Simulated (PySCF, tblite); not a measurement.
**C4H10GeOSi: geometry, infrared bands and NMR shifts**

Wanted: the infrared bands and NMR shifts of C4H10GeOSi (`O=C1CC[C@@H]1[GeH2][SiH3]`), by calculation.

The runs use tblite 0.8.0 and PySCF 2.14.0, with density-fitted response routines of our own; the level of theory stands in each step. All values are computed, except where a source is named. Atoms count from 0, in the outputs and in this text.

## Step 1: Starting geometry

17 atoms, charge 0, multiplicity 1; geometry from: force field or distance geometry start.

Bonds of the start (Å): O0–C1 1.22, C1–C2 1.50, C2–C3 1.48, C3–C4 1.53, C4–Ge5 1.91, Ge5–Si6 2.31, C4–C1 1.48, C2–H7 1.11, C2–H8 1.13, C3–H9 1.12, C3–H10 1.10, C4–H11 1.12, Ge5–H12 1.58, Ge5–H13 1.54, Si6–H14 1.46, Si6–H15 1.47, Si6–H16 1.48.

## Step 2: Geometry optimisation with GFN2-xTB

What the job is given:

```
{"job": {"kind": "relax", "xc": "GFN2-xTB", "basis": "xTB"}, "charge": 0, "multiplicity": 1}
O     -0.919700    -0.724700    -2.269300
C     -1.070000    -0.497500    -1.084100
C     -2.169500     0.224600    -0.361300
C     -1.735000    -0.417200     0.894800
C     -0.404500    -0.736900     0.219000
Ge     0.926500     0.490300     0.823400
Si     2.953600     0.337300    -0.271400
H     -2.059000     1.323000    -0.421300
H     -3.188900    -0.164300    -0.652500
H     -1.617300     0.328500     1.727400
H     -2.256800    -1.323900     1.240100
H     -0.186400    -1.819500     0.373300
H      1.227100     0.081000     2.318100
H      0.424100     1.948900     0.872900
H      2.721900     0.218900    -1.709500
H      3.659700    -0.847000     0.250200
H      3.687000     1.590500    -0.011400
```

Command:

```bash
$ OMP_NUM_THREADS=1 python probes_run.py task.json out
```

The driver reads the jobs from task.json and runs them one after another.

**Question.** This job is followed by: GFN2-xTB harmonic vibrations, gas phase; GIAO PBE0/pcSseg-1 NMR shielding, non-relativistic, gas phase. What will the session give for the following? strongest single infrared mode (GFN2-xTB); zero-point energy (GFN2-xTB); ¹³C shifts against TMS (PBE0/pcSseg-1); ¹H shifts against TMS (PBE0/pcSseg-1, means over atoms taken as alike); ¹⁷O shifts against H2O (PBE0/pcSseg-1); ⁷³Ge shifts against GeMe4 (PBE0/pcSseg-1); ²⁹Si shifts against TMS (PBE0/pcSseg-1).

**Answer**, as computed:

| quantity | value |
| --- | --- |
| strongest single infrared mode (GFN2-xTB) | 1834 cm⁻¹, 554 km/mol |
| zero-point energy (GFN2-xTB) | 73.8 kcal/mol |
| ¹³C shifts against TMS (PBE0/pcSseg-1) | 217.1, 49.0, 45.1, 17.1 ppm |
| ¹H shifts against TMS (PBE0/pcSseg-1, means over atoms taken as alike) | 4.08, 3.77, 3.61, 3.29, 3.14, 3.05, 2.24, 1.77 ppm |
| ¹⁷O shifts against H2O (PBE0/pcSseg-1) | 644.2 ppm |
| ⁷³Ge shifts against GeMe4 (PBE0/pcSseg-1) | -212 ppm |
| ²⁹Si shifts against TMS (PBE0/pcSseg-1) | -112.7 ppm |

**Reading.** Relaxing lowered the energy by 0.716 eV in 78 steps; the close pair that moved most is C4–Ge5, from 1.909 to 2.005 Å. The lowest mode is slightly imaginary (18i cm⁻¹), a soft motion within the noise of the Hessian, so the minimum is not strictly shown. The strongest single mode, at 1834 cm⁻¹, moves mainly H12. GFN2-xTB is a fitted tight-binding method: band positions and strengths are rough. Its intensities can rank the bands wrongly. C1 (ketone carbonyl carbon) lies farthest downfield among carbon, at 217.1 ppm; low-lying n→π* states of the double bond to the heteroatom give a large paramagnetic term (-278 ppm). At PBE0/pcSseg-1: Shielding is most anisotropic at O0 (span 1107 ppm, paramagnetic term -711 ppm). Spin-orbit coupling is left out, which matters for shieldings and couplings at and beside the heavy atoms.
